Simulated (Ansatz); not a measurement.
# NiTe2: a single-point run

The task is a single-point run on NiTe2. The structure is shown as the input types it. The cell is built on a prototype (fluorite) and needn't be the phase found in nature.

Computed with Ansatz 0.2.0 (density functional or hybrid calculation with the settings of its input, plane waves, unless a step's input says otherwise).

### Step 1. The starting structure

It takes space group Fm-3m (No. 225, cubic). The conventional cell has a = 6.545 Å, b = 6.545 Å, c = 6.545 Å, α = 90.00°, β = 90.00°, γ = 90.00°. Around Ni (site symmetry m-3m) lie 8 Te at 2.83 Å. Te (site symmetry -43m) has 4 Ni at 2.83 Å as nearest neighbours.

Coordinates:

```cif
data_structure
_symmetry_space_group_name_H-M 'P 1'
_symmetry_Int_Tables_number 1
_cell_length_a 4.6283
_cell_length_b 4.6283
_cell_length_c 4.6283
_cell_angle_alpha 60.000
_cell_angle_beta 60.000
_cell_angle_gamma 60.000
_cell_volume 70.11
loop_
_atom_site_label
_atom_site_type_symbol
_atom_site_fract_x
_atom_site_fract_y
_atom_site_fract_z
_atom_site_occupancy
Ni1 Ni 0.00000 0.00000 0.00000 1
Te1 Te 0.25000 0.25000 0.25000 1
Te2 Te 0.75000 0.75000 0.75000 1
```

### Step 2. The run

File input.yaml:

```yaml
crystal:
  lattice:
    - [0.0, 3.2727162563, 3.2727162563]
    - [3.2727162563, 0.0, 3.2727162563]
    - [3.2727162563, 3.2727162563, 0.0]
  atoms:
    - { symbol: Ni, position: [0.0, 0.0, 0.0] }
    - { symbol: Te, position: [0.25, 0.25, 0.25] }
    - { symbol: Te, position: [0.75, 0.75, 0.75] }
kpoints:
  mp_grid: { grid: [4, 4, 4] }
hamiltonian:
  xc:
    exchange: pbe
    correlation: pbe
    exx: { coeff: 1.5, omega: 0.2078 }
scf:
  occupations: { method: fermi_dirac, width: 0.02 }
  n_extra_bands: 4
output:
  forces: true
  stress: true
  eigenvalues: true
```

Run with:

```bash
> ansatz run input.yaml --threads 4 --pin off --max-ram 3686MiB --backend cpu --events-out ev --progress --plain --runs-dir out
```

What happens when this is run?

The run ended at the input check. Its message: «invalid value for `hamiltonian.xc.exx.coeff`: must be finite and in (0, 1]; got 1.5»

The number typed is not permitted for that setting.

Fix: choose a value inside the allowed range.
